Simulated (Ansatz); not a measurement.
# H4OSSb+ (SMILES [SH2+][O][SbH2]): functionals against CCSD(T) at one geometry

A test off equilibrium: a structure displaced at random from a GFN2-xTB minimum is computed at several levels, and each is set against CCSD(T).

Computed with Ansatz 0.2.0, Gaussian basis. Level: single points in def2-TZVPP.

Correlated methods freeze the cores. Filled d shells of the heavier atoms are correlated. Core potentials replace the inner electrons past krypton, and spin-orbit coupling is left out.

### Step 1. The system as given

SMILES `[SH2+][O][SbH2]`, 7 atoms, charge 1, spin multiplicity 1.

Atoms are counted from 1 here; the program's logs count them from 0.

Bond lengths: S1–O2 1.601 Å, S1–H4 1.335 Å, S1–H5 1.208 Å, O2–Sb3 2.317 Å, Sb3–H6 1.712 Å, Sb3–H7 1.579 Å. Angles: O2–S1–H4 100.6°, O2–S1–H5 98.1°, H4–S1–H5 80.9°, S1–O2–Sb3 132.5°, O2–Sb3–H6 87.6°, O2–Sb3–H7 83.4°, H6–Sb3–H7 94.3°.

Coordinates:

| atom | x (Å) | y (Å) | z (Å) |
| --- | --- | --- | --- |
| S1 | -0.9188 | 0.3043 | -1.4174 |
| O2 | -0.3097 | 0.2136 | 0.0604 |
| Sb3 | 1.8628 | 0.2676 | 0.8633 |
| H4 | -1.8899 | -0.6084 | -1.3391 |
| H5 | -1.8492 | 1.0346 | -1.1740 |
| H6 | 1.2223 | -0.0915 | 2.4097 |
| H7 | 1.8821 | -1.2386 | 0.3909 |

### Step 2. CCSD(T)/def2-TZVPP

The input, run/in.yaml:

```yaml
crystal:
  periodic: [false, false, false]
  atoms:
    - {symbol: S, position_ang: [-0.918800, 0.304300, -1.417400]}
    - {symbol: O, position_ang: [-0.309700, 0.213600, 0.060400]}
    - {symbol: Sb, position_ang: [1.862800, 0.267600, 0.863300]}
    - {symbol: H, position_ang: [-1.889900, -0.608400, -1.339100]}
    - {symbol: H, position_ang: [-1.849200, 1.034600, -1.174000]}
    - {symbol: H, position_ang: [1.222300, -0.091500, 2.409700]}
    - {symbol: H, position_ang: [1.882100, -1.238600, 0.390900]}
basis:
  gaussian: {orbitals: def2-TZVPP}
total_charge: 1
correlation: {method: ccsd_t}
output: {forces: true}
```

No record of the launch command was kept for these runs.

### Step 3. PBE0-D4/def2-TZVPP

run/in.yaml: that of step 2 with these lines changed.

```diff
@@ -13,3 +13,3 @@
 total_charge: 1
-correlation: {method: ccsd_t}
-output: {forces: true}
+hamiltonian: {xc: pbe0, dispersion: d4}
+output: {forces: true, orbitals: {seedname: orbitals}}
```

### Step 4. wB97M-V/def2-TZVPP

run/in.yaml: that of step 3 with these lines changed.

```diff
@@ -13,3 +13,3 @@
 total_charge: 1
-hamiltonian: {xc: pbe0, dispersion: d4}
-output: {forces: true, orbitals: {seedname: orbitals}}
+hamiltonian: {xc: {name: wB97M-V}}
+output: {forces: true}
```

### Step 5. r2SCAN-D4/def2-TZVPP

run/in.yaml: that of step 4 with these lines changed.

```diff
@@ -13,3 +13,3 @@
 total_charge: 1
-hamiltonian: {xc: {name: wB97M-V}}
+hamiltonian: {xc: r2scan, dispersion: d4}
 output: {forces: true}
```

### Step 6. PBE-D4/def2-TZVPP

run/in.yaml: that of step 5 with these lines changed.

```diff
@@ -13,3 +13,3 @@
 total_charge: 1
-hamiltonian: {xc: r2scan, dispersion: d4}
+hamiltonian: {xc: pbe, dispersion: d4}
 output: {forces: true}
```

### Step 7. BLYP-D4/def2-TZVPP

run/in.yaml: that of step 6 with these lines changed.

```diff
@@ -13,3 +13,3 @@
 total_charge: 1
-hamiltonian: {xc: pbe, dispersion: d4}
+hamiltonian: {xc: {name: BLYP}, dispersion: d4}
 output: {forces: true}
```

### Step 8. BHLYP-D4/def2-TZVPP

run/in.yaml: that of step 7 with these lines changed.

```diff
@@ -13,3 +13,3 @@
 total_charge: 1
-hamiltonian: {xc: {name: BLYP}, dispersion: d4}
+hamiltonian: {xc: {name: BHLYP}, dispersion: d4}
 output: {forces: true}
```

(Steps that only read results are left out.)

Q: Predict the outcome of this session. Wanted: energy less free atoms, CCSD(T)/def2-TZVPP; RMS force component; RMS force error; HOMO and LUMO, PBE0-D4; T1 diagnostic.

The runs gave:

| quantity | value |
| --- | --- |
| energy less free atoms, CCSD(T)/def2-TZVPP | -202.4 kcal/mol |
| RMS force component | 1.848 to 2.005 eV/Å over the methods |
| RMS force error | PBE0-D4 0.176, wB97M-V 0.101, r2SCAN-D4 0.154, PBE-D4 0.345, BLYP-D4 0.369, BHLYP-D4 0.280 eV/Å |
| HOMO and LUMO, PBE0-D4 | -12.62 and -7.75 eV |
| T1 diagnostic | 0.015 |

Against CCSD(T) the functionals' energies less atoms differ by -26.9 to +2.7 kcal/mol, PBE-D4 by -25.5 kcal/mol. CCSD(T) in triple zeta still lacks some correlation energy of the bonds, so part of these gaps is its own basis error and they don't rank the functionals. For forces wB97M-V does best and BLYP-D4 worst. Frozen-core CCSD(T) forces in triple zeta carry basis errors of their own, and this is one geometry, so small gaps rank nothing.
